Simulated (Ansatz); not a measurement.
# GeF₂+ (doublet): wave-function methods side by side, cc-pVDZ

Aim: climb from Hartree-Fock through coupled cluster and multireference methods for GeF₂+ (doublet) at one geometry and basis, and see what each rung misses.

Computed with Ansatz 0.2.0, Gaussian basis. Level: cc-pVDZ, core rule «outside noble gas», up to 16 orbitals frozen.

To be run: UHF; CCSD(T) on ROHF; CCSD(T) on UHF; BCCD(T) on ROHF; CISD as a restricted active space (open shells left free, so some higher excitations enter); CCSDT(Q) on ROHF; CCSDT(Q) on UHF; CASSCF and MRCISD+Q, 13 electrons in 10 orbitals; CASSCF and MRCISD+Q(relaxed), 13 electrons in 10 orbitals; CASSCF and NEVPT2, 13 electrons in 10 orbitals.

28 further runs of the same task are left out: 5 for a known fault of the program, 7 that didn't finish, 16 set aside as unsound or not needed. Runs told in other sessions of the task aren't counted.

## Step 1: What is computed

The geometry is a PBE0/def2-TZVP stationary point (not a proven minimum) of the parent state, kept for this charge and spin. No spin-orbit coupling is included. The filled d shell of Ge may be among the frozen orbitals whatever the setting's name suggests.

3 atoms, charge 1, spin multiplicity 2.

Atoms are counted from 1 here; the program's logs count them from 0.

Bond lengths: Ge1–F2 1.738 Å, Ge1–F3 1.738 Å. Angles: F2–Ge1–F3 113.8°.

## Step 2: UHF

in.yaml reads:

```yaml
crystal:
  periodic: [false, false, false]
  atoms:
    - {symbol: Ge, position_ang: [0.000000, -0.325890, 0.000000]}
    - {symbol: F, position_ang: [0.000000, 0.623017, -1.456249]}
    - {symbol: F, position_ang: [0.000000, 0.623017, 1.456249]}
basis:
  gaussian: {orbitals: cc-pVDZ}
total_charge: 1
magnetization: {spin_polarized: true, initial_magnetization: 1}
hamiltonian: {xc: hf}
output: {orbitals: {seedname: orbitals}}
```

On the command line:

```
> ansatz run in.yaml --threads 1 --pin off --events-out ev --progress --plain --max-ram 2393MiB
```

After this run come: CCSD(T) on ROHF; CCSD(T) on UHF; BCCD(T) on ROHF; CISD as a restricted active space (open shells left free, so some higher excitations enter); CCSDT(Q) on ROHF; CCSDT(Q) on UHF; CASSCF and MRCISD+Q, 13 electrons in 10 orbitals; CASSCF and MRCISD+Q(relaxed), 13 electrons in 10 orbitals; CASSCF and NEVPT2, 13 electrons in 10 orbitals.

Before running them: what should the planned runs give, taken together? Wanted: UCCSDT(Q) from the RHF energy; RMP2 from UCCSDT(Q); UMP2 from UCCSDT(Q); RCCSD from UCCSDT(Q); RCCSD(T) from UCCSDT(Q); UCCSD(T) from UCCSDT(Q); RCCSDT(Q) from UCCSDT(Q); NEVPT2 valence from UCCSDT(Q); MRCISD+Q valence from UCCSDT(Q).

As calculated:

| quantity | value |
| --- | --- |
| UCCSDT(Q) from the ROHF energy | -12.7386 eV |
| RMP2 from UCCSDT(Q) | +454.4 meV |
| UMP2 from UCCSDT(Q) | +484.2 meV |
| RCCSD from UCCSDT(Q) | +399.1 meV |
| RCCSD(T) from UCCSDT(Q) | +80.3 meV |
| UCCSD(T) from UCCSDT(Q) | +77.2 meV |
| RCCSDT(Q) from UCCSDT(Q) | +19.5 meV |
| NEVPT2 valence from UCCSDT(Q) | +976.7 meV |
| MRCISD+Q valence from UCCSDT(Q) | +149.1 meV |
| MRCISD+Q(relaxed) valence from UCCSDT(Q) | +92.0 meV |
| levels within 1 kcal/mol (43 meV) | RCCSDT(Q) |
| T1 diagnostic | 0.031 |
| effectively unpaired electrons | 1.02 |

In words: RCCSD(T) lands +80.3 meV from the yardstick (0.6 % of the correlation energy). One determinant dominates. Of the multireference levels listed MRCISD+Q(relaxed) valence comes nearest in total energy (+92.0 meV), which doesn't show that its space is the better one. These misses are within one basis, not against nature; the frozen cores of restricted and unrestricted runs differ, which can shift their rows.
